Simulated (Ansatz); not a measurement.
Something may be wrong with this Ansatz 0.2.0 calculation of HfRu3.

File input.yaml:

```yaml
crystal:
  lattice:
    - [3.955773, 0.0, 0.0]
    - [0.0, 3.955773, 0.0]
    - [0.0, 0.0, 3.955773]
  atoms:
    - { symbol: Hf, position: [0.0, 0.0, 0.0] }
    - { symbol: Ru, position: [0.0, 0.5, 0.5] }
    - { symbol: Ru, position: [0.5, 0.0, 0.5] }
    - { symbol: Ru, position: [0.5, 0.5, 0.0] }
hamiltonian:
  xc: pbesol
  pseudopotentials: { kind: paw }
kpoints:
  mp_grid: { grid: [7, 6, 8] }
scf:
  occupations: { method: fermi_dirac, width: 0.05 }
  max_iter: 60
output:
  forces: true
  stress: true
  eigenvalues: true
relax:
  f_tol: 0.01
  max_steps: 40
  cell: { stress_tol: 0.05 }
```

Potentials or basis: Ansatz PAW.

Launch:

```bash
$ ansatz run input.yaml --threads 2 --pin off --max-ram 5632MiB --backend cpu --events-out ev --progress --plain --runs-dir out
```

Output:

```text
Warning: crystal.symmetry: narrowed to the stabiliser of the k-point mesh — unitary ops 48 → 8; excluded 40 operations that carry a point of the 7×6×8 mesh (shift [0, 0, 0]) off the mesh (the run samples exactly the mesh kpoints.mp_grid names, as under crystal.symmetry.detect: false, and its converged state has the mesh's symmetry, not the crystal's; ε∞, the Born charges and the force constants of a linear response (`dielectric:` by the response, `phonons.method: dfpt`) are averaged over those of the crystal's operations that the state keeps within a tolerance, where `mesh_tensors`, `unaveraged_element` or `gamma_mean_max_change_ev_ang2` stands beside them; a row that `dielectric.field_direction` solves alone is averaged likewise, with nothing beside; a Γ-centred mesh of equal divisions is mapped onto itself by every operation and keeps the whole group, as does a half-shifted one under kpoints.further_shifts: images)
Warning: RAYON_NUM_THREADS=2 ignored (pool sized by the plan → 2); use --threads N
The last accepted step is kept in <dir> (removed where the run ends without a failure and the disk answers)
Engine: ansatz 0.2.0, aarch64-unknown-linux-gnu
Pseudopotentials: kind: paw
Pseudopotential: Hf, paw, valence charge 26, recommended cutoff 420 eV (normal), Hf.paw.azcp
[... 82 lines left out ...]
iter 5 did not close the SCF: its close was put off for the readings that it lacked (scf_convergence_deferred on its scf_iter line)
SCF iter   5: F=-33048.208661 eV  HF=-33048.208661 eV  |F-HF|=1.68e-9  |Δ(HF+E_count)|=   8.75e-8  Δρ=4.02e-6  dr2=5.69e-9  ethr=5.60e-11  ⟨swp⟩=2.1  Hψ=5587  notcnv=0
SCF iter   6: F=-33048.208661 eV  HF=-33048.208661 eV  |F-HF|=1.12e-9  |Δ(HF+E_count)|=  2.91e-11  Δρ=7.47e-7  dr2=2.23e-10  ethr=7.69e-12  ⟨swp⟩=2.0  Hψ=11459  notcnv=0
SCF 5 converged in 6 iterations: F = -33048.208661 eV  dr2 = 2.23e-10
relax step   5: F+E_penalty+E_count = -33048.20866111 eV  Δ(F+E_penalty+E_count) = -7.968e-6 eV  max|allowed force component| = 5.759e-29 eV/Å  Δτ_max = 0.0000 Å  P = -0.001 GPa  Ω = 59.409 Å³  energy of the carried Pulay correction = +7.978e-4 eV  (6 SCF iters, dr2 threshold 7.11e-8 eV, accepted)
Initial wavefunctions: pseudopotential atomic-orbital guess (no wavefunctions were taken with the density)
iter 1 solved again at ethr=1.56e-8 eV; its pass at ethr=3.10e-3 eV (dr2=1.15e-5 eV) is discarded
SCF iter   1: F=—  HF=-33048.207807 eV  |F-HF|=—  |Δ(HF+E_count)|=         —  Δρ=8.37e-5  dr2=6.45e-7  ethr=1.56e-8  ⟨swp⟩=3.7  Hψ=21921  notcnv=0
preconditioner: auto → Kerker (q_TF=auto, 2.830 Å⁻¹)  [metal: Δε(μ)=0.018 eV  Ē_g=11.278 eV  σ=0.050 eV  W_gap=0.09  n_scr=26 (ndim 8)  ℏωp=33.4 eV  f_vac=0.000  D(μ)=3.67/eV (n_scr^D=32)]
```

Q: How did it end, and where is the flaw?

A: The run was cut off at its time limit. The input holds a flaw that was put in on purpose: a mesh that breaks the symmetry (kpoints.mp_grid.grid = 7 × 6 × 8).

A sound run on the same cell differs in these lines of the main input:
```diff
@@ -15 +15 @@
-  mp_grid: { grid: [7, 6, 8] }
+  mp_grid: { grid: [7, 7, 7] }
@@ -18 +17,0 @@
-  max_iter: 60
```
